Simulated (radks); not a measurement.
**The Coulomb parameter U of the 4d shell of Nb⁺**

One table from this session's results is given with a row withheld; the runs are named, their logs left out.

The numbers are computed with radks (a radial shooting solver on a logarithmic mesh, Libxc functionals) version 1 (scalar-relativistic Kohn-Sham, PBE, spin-unpolarised, spherical densities, point nucleus), except any that are marked as measured or tabulated.

### What is computed

* element: niobium (Z = 41)
* charge: +1
* electrons: 40
* configuration: [Kr] 4d3 5s1

Outer shells as boxes (Hund's rule):

Nb⁺
```
[Kr] core
4d [↑ ][↑ ][↑ ][  ][  ]
5s [↑ ]
```

Set-up of the first run:

Settings of this run:

```text
Z 41
configuration [Kr] 4d3 5s1
relativity scalar-relativistic
functional pbe,pbe
spin unpolarised
nucleus point
c 137.035999084
```

Steps of the session up to this table: Start: [Kr] 4d3 5s1.

One table of the session follows, with a row left open; its other results are not shown here.

It belongs to the step «Start: [Kr] 4d3 5s1». Radial moments (bohr):

```
level     <r>  outermost maximum (interpolated)  90 % within  nodes
   2p  0.1377                             0.106        0.224      0
   3s  0.4432                             0.396        0.655      2
   3p       ?                                 ?            ?      ?
   3d  0.4330                             0.335        0.694      0
   4s   1.155                              1.03         1.68      3
   4p   1.294                              1.12         1.92      2
   4d   1.944                              1.46         3.13      1
   5s   3.272                              2.85         4.79      4
```

Q: Estimate the row for 3p from the others.

The run gave: <r>: 0.4458; outermost maximum (interpolated): 0.389; 90 % within: 0.674; nodes: 1. In the column «<r>» it lies between 3s (0.4432) and 4s (1.155).
